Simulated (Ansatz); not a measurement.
Working through a rigid scan of one bond length of C₂H₅ClSi, SMILES [SiH3]C=CCl

Program: the Ansatz DFT code, driven from Python.

Interactive session:
```pycon
>>> import ansatz
>>> from ase import Atoms
>>> import numpy as np
>>> BASIS = "cc-pVDZ"
>>> XC = "cam_b3lyp"
>>> atoms = Atoms(["Si", "C", "C", "Cl", "H", "H", "H", "H", "H"], positions=[
...     (-0.7712, 1.0288, 0.0445),
...     (-0.1504, -0.6262, 0.0096),
...     (1.1163, -0.9361, -0.0746),
...     (1.7716, -2.5515, -0.0801),
...     (0.2902, 2.0519, -0.058),
...     (-1.7226, 1.2877, -1.1283),
...     (-1.5574, 1.2974, 1.2878),
...     (-0.8615, -1.3843, 0.0546),
...     (1.9734, -0.2141, -0.0725),
... ])
>>> c2h5clsi = ansatz.Crystal.molecule_from_ase(atoms)
>>> symbols = [site.symbol for site in c2h5clsi.cartesian_sites]
>>> start = np.array([site.position_ang for site in c2h5clsi.cartesian_sites])
>>> axis = (start[5] - start[0]) / np.linalg.norm(start[5] - start[0])
>>> moving = [5]
>>> lengths, energies = [1.3, 1.41, 1.53, 1.69, 1.92, 2.3, 2.76, 3.37], []
>>> for length in lengths:
...     xyz = start.copy()
...     xyz[moving] += (length - np.linalg.norm(start[5] - start[0])) * axis
...     point = ansatz.Crystal.molecule()
...     for symbol, xyz in zip(symbols, xyz):
...         point = point.atom(symbol, xyz.tolist())
...     job = (
...         point.calculation()
...         .basis(gaussian=BASIS)
...         .functional(XC)
...         .accuracy("high")
...     )
...     data = job.run(threads=1, backend="cpu").report
...     energies.append(data["free_energy_ev"])
...     print(f"r = {length:6.3f} A  E = {energies[-1]:.5f} eV  <S^2> = {abs(data['mean_field']['state']['spin_squared']):.3f}")
...
r =  1.300 A  E = -22553.46955 eV  <S^2> = 0.000
r =  1.410 A  E = -22553.84731 eV  <S^2> = 0.000
r =  1.530 A  E = -22553.91368 eV  <S^2> = 0.000
r =  1.690 A  E = -22553.67159 eV  <S^2> = 0.000
r =  1.920 A  E = -22553.01439 eV  <S^2> = 0.000
r =  2.300 A  E = -22551.76027 eV  <S^2> = 0.000
r =  2.760 A  E = -22550.43453 eV  <S^2> = 0.000
r =  3.370 A  E = -22549.16705 eV  <S^2> = 0.000
>>> print("energy above the lowest point (eV):", [round(e - min(energies), 3) for e in energies])
energy above the lowest point (eV): [0.444, 0.066, 0.0, 0.242, 0.899, 2.153, 3.479, 4.747]
```

Reading the output:
- The settings weren't tested for convergence.
- The rest of the molecule is held rigid at a force-field or estimated start geometry, and the basis set is modest; single-reference methods fail as a bond breaks.
- The orbitals are restricted, so S² is zero by construction.
- Toward dissociation an unrestricted state can lie under the restricted one, by tenths of an eV for polar bonds under a functional and by 1 to 2 eV or more for others.
- The whole script took 80 s on 1 thread of Arm Neoverse V1, on a shared host, peak memory 0.44 GiB.

(Lines on the test bed's own set-up are left out of the output.)
